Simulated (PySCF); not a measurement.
**InSiNH6 (SMILES N[SiH2][InH2]) at 6 levels**

We compute a comparison of 6 runs (HF/3-21G, HF/def2-SVP, PBE0/def2-SVP, PBE0/def2-SVPD, TPSSh/def2-SVPD, CCSD(T)/STO-3G) of InSiNH6. The job is set up through a Python script.

The results are computed with PySCF 2.14.0.

## (1) The structure to begin with

The species is InSiNH6 (9 atoms), meant as a singlet with charge 0. SMILES: `N[SiH2][InH2]`. The shape is that of a PBE0-D4/def2-TZVP optimisation. This is one conformer, not always the lowest.

Bond lengths: N1–Si2 1.729 Å, Si2–In3 2.572 Å, N1–H4 1.007 Å, N1–H5 1.008 Å, Si2–H6 1.491 Å, Si2–H7 1.501 Å, In3–H8 1.735 Å, In3–H9 1.730 Å. Some angles: N1–Si2–In3 109.0°, N1–Si2–H6 107.5°, N1–Si2–H7 115.0°, In3–Si2–H6 111.6°, In3–Si2–H7 108.8°, Si2–N1–H4 119.3°, Si2–N1–H5 120.1°, Si2–In3–H8 120.6°, Si2–In3–H9 122.7°, H6–Si2–H7 104.9°.

## (2) Energy and forces at HF/3-21G (run 1)

geometry.xyz

```xyz
9
H6InNSi
N     -0.891500     0.591400    -1.336400
Si     0.373800     0.744000    -0.168700
In     0.267200    -1.255400     1.446100
H     -1.095600    -0.314200    -1.726600
H     -1.035700     1.316000    -2.022500
H      0.170000     2.036500     0.545200
H      1.758900     0.832100    -0.740700
H     -0.551200    -2.716800     0.991900
H      1.004100    -1.233700     3.011600
```

job.py

```python
# N[SiH2][InH2]
from pyscf import gto, scf

mol = gto.Mole()
mol.atom = 'geometry.xyz'
mol.verbose = 4
mol.spin = 0
mol.charge = 0
mol.max_memory = 1860
mol.basis = '3-21g'
mol.build()

myscf = scf.RHF(mol)
myscf.conv_tol = 1e-10
myscf.kernel()
if not myscf.converged:
    myscf = myscf.newton().run(myscf.mo_coeff, myscf.mo_occ)

etot = myscf.e_tot
print('E = %.10f Eh' % etot)
grad = myscf.nuc_grad_method().kernel()
myscf.analyze()
```

Launch:

```console
$ OMP_NUM_THREADS=1 python job.py
```

The log of the run:

```text
PySCF version 2.14.0

[... 86 lines left out ...]
MO #2   energy= -148.66226214969   occ= 2
[... 8 lines left out ...]
MO #11  energy= -17.489645988379   occ= 2
[... 8 lines left out ...]
MO #20  energy= -4.19607367173171  occ= 2
[... 8 lines left out ...]
MO #29  energy= -1.08944897701531  occ= 2
[... 8 lines left out ...]
MO #38  energy= -0.341281940753661 occ= 2
[... 8 lines left out ...]
MO #47  energy= 0.333333479862118  occ= 0
[... 8 lines left out ...]
MO #56  energy= 1.25964355819927   occ= 0
[... 8 lines left out ...]
MO #65  energy= 2.59404853233096   occ= 0
[... 77 lines left out ...]
Dipole moment(X, Y, Z, Debye): -0.05286, -0.37276, -1.19088
```

It took 10 s on 1 thread of Intel Xeon at 2.50GHz (Skylake/Cascade Lake), shared host; peak memory 0.14 GiB.

## (3) Energy and forces at HF/def2-SVP (core potential) (run 2)

geometry.xyz is that of step 2.

job.py

```python
# N[SiH2][InH2]
from pyscf import gto

molecule = gto.M(
    atom='geometry.xyz',
    charge=0,
    verbose=4,
    basis='def2-svp',
    max_memory=1860,
    spin=0,
    ecp={'In': 'def2-svp'},
)

calc0 = molecule.RHF()
calc0.conv_tol = 1e-10
calc0.kernel()
if not calc0.converged:
    calc0 = calc0.newton().run(calc0.mo_coeff, calc0.mo_occ)

e_final = calc0.e_tot
print('Final energy', e_final)
grad = calc0.nuc_grad_method().kernel()
calc0.analyze()
```

Launch:

```console
$ OMP_NUM_THREADS=1 python job.py
```

The log of the run:

```text
PySCF version 2.14.0

[... 92 lines left out ...]
MO #4   energy= -5.38058598294143  occ= 2
[... 11 lines left out ...]
MO #16  energy= -1.01481639460027  occ= 2
[... 11 lines left out ...]
MO #28  energy= 0.157087913786142  occ= 0
[... 11 lines left out ...]
MO #40  energy= 0.475839743416256  occ= 0
[... 11 lines left out ...]
MO #52  energy= 0.87058534809224   occ= 0
[... 11 lines left out ...]
MO #64  energy= 1.76158695675455   occ= 0
[... 11 lines left out ...]
MO #76  energy= 2.3498429589791    occ= 0
[... 11 lines left out ...]
MO #88  energy= 61.6810793631936   occ= 0
[... 100 lines left out ...]
Dipole moment(X, Y, Z, Debye): -0.23440,  0.01061, -1.39464
```

Run time: 22 s. Hardware: 1 thread of Intel Xeon at 2.50GHz (Skylake/Cascade Lake), shared host; peak memory 0.18 GiB.

Run 3 isn't shown in full; the table further down has it.

## (4) Energy and forces at PBE0/def2-SVPD (core potential) (run 4)

calc.py

```python
# N[SiH2][InH2]
from pyscf import gto, dft

mol = gto.M(
    atom='''
N     -1.684691     1.117584    -2.525430
Si     0.706380     1.405956    -0.318797
In     0.504935    -2.372362     2.732733
H     -2.070384    -0.593752    -3.262801
H     -1.957189     2.486880    -3.821971
H      0.321253     3.848427     1.030279
H      3.323839     1.572441    -1.399720
H     -1.041617    -5.134008     1.874419
H      1.897474    -2.331355     5.691099
''',
    max_memory=1860,
    spin=0,
    basis='def2-svpd',
    verbose=4,
    unit='bohr',
    ecp={'In': 'def2-svp'},
)

calc0 = dft.RKS(mol, xc='pbe0')
calc0.grids.level = 5
calc0.conv_tol = 1e-10
calc0.kernel()
if not calc0.converged:
    calc0 = calc0.newton().run(calc0.mo_coeff, calc0.mo_occ)

e_tot = calc0.e_tot
print(f'total energy: {e_tot:.8f} hartree')
grad = calc0.nuc_grad_method().kernel()
calc0.analyze()
```

Launch:

```console
$ OMP_NUM_THREADS=1 python calc.py
```

The log of the run:

```text
PySCF version 2.14.0

[... 98 lines left out ...]
Nuclear Repulsion Energy =             171.526687379104459
[... 17 lines left out ...]
MO #12  energy= -0.786203215145311 occ= 2
[... 15 lines left out ...]
MO #28  energy= 0.0187238559883202 occ= 0
[... 15 lines left out ...]
MO #44  energy= 0.19584784731083   occ= 0
[... 15 lines left out ...]
MO #60  energy= 0.376804397690413  occ= 0
[... 15 lines left out ...]
MO #76  energy= 0.59345984414856   occ= 0
[... 15 lines left out ...]
MO #92  energy= 1.09365934484487   occ= 0
[... 15 lines left out ...]
MO #108 energy= 1.89901952581447   occ= 0
[... 15 lines left out ...]
MO #124 energy= 61.1731277372499   occ= 0
[... 136 lines left out ...]
Dipole moment(X, Y, Z, Debye): -0.23981,  0.13393, -1.37007
```

Run time: 1.9 min. Hardware: 1 thread of Intel Xeon at 2.50GHz (Skylake/Cascade Lake), shared host; peak memory 1.3 GiB.

Run 5 isn't shown in full; the table further down has it.

## (5) The energy at CCSD(T)/STO-3G (run 6)

input.py

```python
from pyscf import gto, scf, cc

mol = gto.M(
    atom=[
    ('N', (-0.891500, 0.591400, -1.336400)),
    ('Si', (0.373800, 0.744000, -0.168700)),
    ('In', (0.267200, -1.255400, 1.446100)),
    ('H', (-1.095600, -0.314200, -1.726600)),
    ('H', (-1.035700, 1.316000, -2.022500)),
    ('H', (0.170000, 2.036500, 0.545200)),
    ('H', (1.758900, 0.832100, -0.740700)),
    ('H', (-0.551200, -2.716800, 0.991900)),
    ('H', (1.004100, -1.233700, 3.011600)),
],
    max_memory=1860,
    verbose=3,
    charge=0,
    spin=0,
    basis='sto-3g',
)

mf = scf.RHF(mol)
mf.conv_tol = 1e-10
mf.kernel()
if not mf.converged:
    mf = mf.newton().run(mf.mo_coeff, mf.mo_occ)

mycc = cc.CCSD(mf, frozen=24)
mycc.kernel()
e_t = mycc.ccsd_t()
e_final = mycc.e_tot + e_t
print('Final energy', e_final)
mf.analyze()
```

Launch:

```console
$ OMP_NUM_THREADS=1 python input.py
```

The log of the run:

```text
converged SCF energy = -6025.71156837212
E(CCSD) = -6025.860720938416  E_corr = -0.1491525662926017
CCSD(T) correction = -0.00161295613063354
Final energy -6025.862333894547
**** MO energy ****
MO #1   energy= -986.846488684038  occ= 2
MO #2   energy= -145.983623206191  occ= 2
MO #3   energy= -137.995413953559  occ= 2
MO #4   energy= -137.993886003927  occ= 2
MO #5   energy= -137.993841102235  occ= 2
MO #6   energy= -67.9508411575103  occ= 2
MO #7   energy= -27.6724683371474  occ= 2
MO #8   energy= -24.692121460108   occ= 2
MO #9   energy= -24.6872677209936  occ= 2
MO #10  energy= -24.6871131692471  occ= 2
MO #11  energy= -16.557835520846   occ= 2
MO #12  energy= -16.5573017966504  occ= 2
MO #13  energy= -16.5571680667345  occ= 2
MO #14  energy= -16.552131513594   occ= 2
MO #15  energy= -16.5515746399794  occ= 2
MO #16  energy= -15.2190384148406  occ= 2
MO #17  energy= -5.93385120801497  occ= 2
MO #18  energy= -4.21671218937259  occ= 2
MO #19  energy= -3.95937947378398  occ= 2
MO #20  energy= -3.95892127376749  occ= 2
MO #21  energy= -3.95834716574969  occ= 2
MO #22  energy= -3.03944706318479  occ= 2
MO #23  energy= -3.02626128357442  occ= 2
MO #24  energy= -3.02424504715702  occ= 2
MO #25  energy= -1.03558619605252  occ= 2
MO #26  energy= -0.645520465790455 occ= 2
MO #27  energy= -0.564095471659238 occ= 2
MO #28  energy= -0.538693643345518 occ= 2
MO #29  energy= -0.532166883743478 occ= 2
MO #30  energy= -0.530349770741918 occ= 2
MO #31  energy= -0.528552321522677 occ= 2
MO #32  energy= -0.520087551098941 occ= 2
MO #33  energy= -0.450275839196412 occ= 2
MO #34  energy= -0.42235435171514  occ= 2
MO #35  energy= -0.407544078550696 occ= 2
MO #36  energy= -0.31273246650875  occ= 2
MO #37  energy= -0.29452248158659  occ= 2
MO #38  energy= -0.254979992711908 occ= 2
MO #39  energy= 0.202798248530074  occ= 0
MO #40  energy= 0.370265419937923  occ= 0
MO #41  energy= 0.475723772987274  occ= 0
MO #42  energy= 0.531299559384264  occ= 0
MO #43  energy= 0.547579002033392  occ= 0
MO #44  energy= 0.579850493717907  occ= 0
MO #45  energy= 0.63454660699233   occ= 0
MO #46  energy= 0.763085417383834  occ= 0
MO #47  energy= 0.799606102896232  occ= 0
 ** Mulliken atomic charges  **
charge of    0N =     -0.44861
charge of    1Si =      0.55781
charge of    2In =      0.35210
charge of    3H =      0.09596
charge of    4H =      0.09553
charge of    5H =     -0.16280
charge of    6H =     -0.17524
charge of    7H =     -0.15881
charge of    8H =     -0.15595
Dipole moment(X, Y, Z, Debye):  0.47842, -0.36306, -0.50729
```

Run time: 3.9 s. Hardware: 1 thread of Intel Xeon at 2.50GHz (Skylake/Cascade Lake), shared host; peak memory 0.12 GiB.

## (6) The series

| run | level | core potential | integration grid | energy (Eh) | dipole moment (D) of the reference | HOMO energy (eV) | LUMO energy (eV) | wall time |
| --- | --- | --- | --- | --- | --- | --- | --- | --- |
| 1 | HF/3-21G | – | – | -6059.740755 | 1.25 | -9.29 | 0.61 | 10 s |
| 2 | HF/def2-SVP (core potential) | def2-svp | – | -535.938476 | 1.41 | -9.38 | 0.64 | 22 s |
| 3 | PBE0/def2-SVP (core potential) | def2-svp | 5 | -537.644522 | 1.45 | -6.82 | -1.90 | 80 s |
| 4 | PBE0/def2-SVPD (core potential) | def2-svp | 5 | -537.656386 | 1.40 | -6.97 | -1.96 | 1.9 min |
| 5 | TPSSh/def2-SVPD (core potential) | def2-svp | 5 | -537.803780 | 1.43 | -6.40 | -2.25 | 2.7 min |
| 6 | CCSD(T)/STO-3G | – | – | -6025.862334 | 0.79 | -6.94 | 5.52 | 3.9 s |

## (7) Outcome

| quantity | value |
| --- | --- |
| run 6: total energy | -6025.86233 Eh |
| run 6: dipole moment (Hartree–Fock density) | 0.79 D |
| run 6: HOMO energy (Hartree–Fock orbitals) | -6.94 eV |
| run 6: LUMO energy (Hartree–Fock orbitals) | 5.52 eV |
| run 6: HOMO–LUMO gap (Hartree–Fock orbitals) | 12.46 eV |
| run 6: correlation energy (24 core orbitals frozen) | -150.8 mEh |
| run 6: (T) correction | -1.61 mEh |
| run 6: T1 diagnostic | 0.006 |

What this shows: Over runs 1, 2, 3, 4, 5 the dipole moment (its size) runs from 1.25 D (HF/3-21G) to 1.45 D (PBE0/def2-SVP). The two ends differ in method and basis and core potential. Over runs 1, 2, 3, 4, 5 the HOMO–LUMO gap runs from 4.15 eV (TPSSh/def2-SVPD) to 10.02 eV (HF/def2-SVP). The two ends differ in method and basis. Totals of different functionals can't be ranked against each other. Some runs of one species differ in core potentials or relativity; totals across that change don't compare. In run 6 the basis is minimal, so the values are rough. In runs 1, 6 relativity is left out where basis or elements ask for it. All runs together took 6.5 min, the longest 2.7 min.
